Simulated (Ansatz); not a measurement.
# MoS2: the cost of one run

Method: DFT PBEsol, scalar-relativistic, plane waves, PAW, in Ansatz 0.2.0.

72 further runs of the same task are left out: 72 set aside as unsound or not needed.

## 1. Starting point

It takes space group P6_3/mmc (No. 194, hexagonal). Conventional cell: a = 3.161 Å, b = 3.161 Å, c = 12.295 Å, α = 90.00°, β = 90.00°, γ = 120.00°. Mo (site symmetry -6m2) is surrounded by 6 S at 2.37 Å. S (site symmetry 3m) is surrounded by 3 Mo at 2.37 Å.

Structure file:

```
Mo S
1.0
     3.16100    0.00000    0.00000
    -1.58050    2.73751    0.00000
     0.00000    0.00000   12.29500
Mo S
2 4
Cartesian
  0.0000 1.8250 3.0737
  1.5805 0.9125 9.2212
  0.0000 1.8250 7.7151
  1.5805 0.9125 1.5676
  0.0000 1.8250 10.7274
  1.5805 0.9125 4.5799
```

Source of the structure: the Crystallography Open Database.

## 6. Setting up the map

The energy is mapped over volume and the cell's shape.

First coordinate, volume per atom: 11 values from 15.76 to 20.06 Å³. Second coordinate, c/a of the conventional cell: 11 values from 3.335 to 4.800.

Nothing else is relaxed (fractional coordinates fixed). Energies count from the relaxed crystal. Points are written as (first, second).

(The set-up runs are not shown.)

## 7. Grid point (15.76 Å³, 3.335)

Input file input.yaml:

```yaml
crystal:
  lattice:
    - [3.1988984238, 0.0, 0.0]
    - [-1.5994492119, 2.7703272991, 0.0]
    - [0.0, 0.0, 10.6696058026]
  atoms:
    - { symbol: Mo, position: [0.3333333333, 0.6666666667, 0.25] }
    - { symbol: Mo, position: [0.6666666667, 0.3333333333, 0.75] }
    - { symbol: S, position: [0.3333333333, 0.6666666667, 0.6259932117] }
    - { symbol: S, position: [0.6666666667, 0.3333333333, 0.1259932117] }
    - { symbol: S, position: [0.3333333333, 0.6666666667, 0.8740067883] }
    - { symbol: S, position: [0.6666666667, 0.3333333333, 0.3740067883] }
basis:
  ecutwfc: 420
kpoints:
  mp_grid: { grid: [12, 12, 4] }
hamiltonian:
  xc: pbesol
scf:
  occupations: { method: cold, width: 0.2 }
output:
  forces: true
  stress: true
  eigenvalues: true
```

Command:

```bash
$ ansatz run input.yaml --threads 2 --pin off --max-ram 4096MiB --backend cpu --events-out ev --progress --plain --runs-dir out
```

**Question.** How long does this run take on 2 threads of AMD EPYC 7R43 (Zen 3), shared host, and how much memory does it need?

About 3.2 s, with a peak of 0.48 GiB.
